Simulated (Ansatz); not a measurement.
**BH6N3: molecular dynamics**

Purpose: to follow the molecule's vibrations and see whether its bonds hold. The start is relaxed first. Runs: 300 steps of 1 fs under a Langevin thermostat at 200 K. SMILES of the start: NB(N)N.

Program: Ansatz 0.2.0. Level of theory: RKS BHLYP/def2-SVP. These are calculated values, not measurements.

## Step 1: The system as given

Bond lengths: B1–N2 1.550 Å, N2–H3 1.060 Å, N2–H4 1.060 Å, B1–N5 1.550 Å, N5–H6 1.060 Å, N5–H7 1.060 Å, B1–N8 1.550 Å, N8–H9 1.060 Å, N8–H10 1.060 Å. Angles: B1–N2–H3 120.0°, B1–N2–H4 120.0°, H3–N2–H4 120.0°, N2–B1–N5 120.0°, N2–B1–N8 120.0°, N5–B1–N8 120.0°, B1–N5–H6 120.0°, B1–N5–H7 120.0°, H6–N5–H7 120.0°, B1–N8–H9 120.0°, B1–N8–H10 120.0°, H9–N8–H10 120.0°.

Coordinates:

```xyz
10

B     0.0000    0.0000    0.0000
N     0.0000    0.0000    1.5500
H    -0.8770   -0.2713    2.0800
H     0.8770    0.2713    2.0800
N     1.3423    0.0000   -0.7750
H     1.8089   -0.9179   -1.0268
H     1.7937    0.9179   -1.0532
N    -1.3423    0.0000   -0.7750
H    -2.0112   -0.8164   -0.6764
H    -1.5914    0.8164   -1.4036
```

## Step 2: Preparing the start

input.yaml

```yaml
crystal:
  periodic: [false, false, false]
  atoms:
    - { symbol: B, position_ang: [0.0, 0.0, 0.0] }
    - { symbol: "N", position_ang: [0.0, 0.0, 1.55] }
    - { symbol: H, position_ang: [-0.877, -0.2713, 2.08] }
    - { symbol: H, position_ang: [0.877, 0.2713, 2.08] }
    - { symbol: "N", position_ang: [1.3423, 0.0, -0.775] }
    - { symbol: H, position_ang: [1.8089, -0.9179, -1.0268] }
    - { symbol: H, position_ang: [1.7937, 0.9179, -1.0532] }
    - { symbol: "N", position_ang: [-1.3423, 0.0, -0.775] }
    - { symbol: H, position_ang: [-2.0112, -0.8164, -0.6764] }
    - { symbol: H, position_ang: [-1.5914, 0.8164, -1.4036] }
basis:
  gaussian: { orbitals: def2-SVP }
hamiltonian:
  xc: { name: BHLYP }
relax:
  f_tol: 0.02
  max_steps: 40
output:
  orbitals: {}
```

Command:

```bash
$ ansatz run input.yaml --threads 2 --pin off --max-ram 3072MiB --backend cpu --events-out ev --progress --plain --runs-dir out
```

The runs that follow: The run.

Before running it: what results should come out? Wanted: relaxation of the start; temperature, first and last step; temperature, second half; potential energy, second half; bonds formed or broken.

**Answer**, as computed:

| quantity | value |
| --- | --- |
| relaxation of the start | 13 moves, 2.420 eV lower |
| length | 300 steps of 1 fs |
| temperature, first and last step | 180 and 99 K |
| temperature, second half | mean 169 K, from 83 to 295 K |
| potential energy, second half | +19 meV/atom from the start |
| bonds formed or broken | 0 |

What this shows: Against a set 200 K the second half averages 169 K with a spread of 42 K. The bonds all hold. Averages from a run of 300 fs with 10 atoms are rough. The nuclei move classically, without zero-point motion, which matters most for hydrogen.
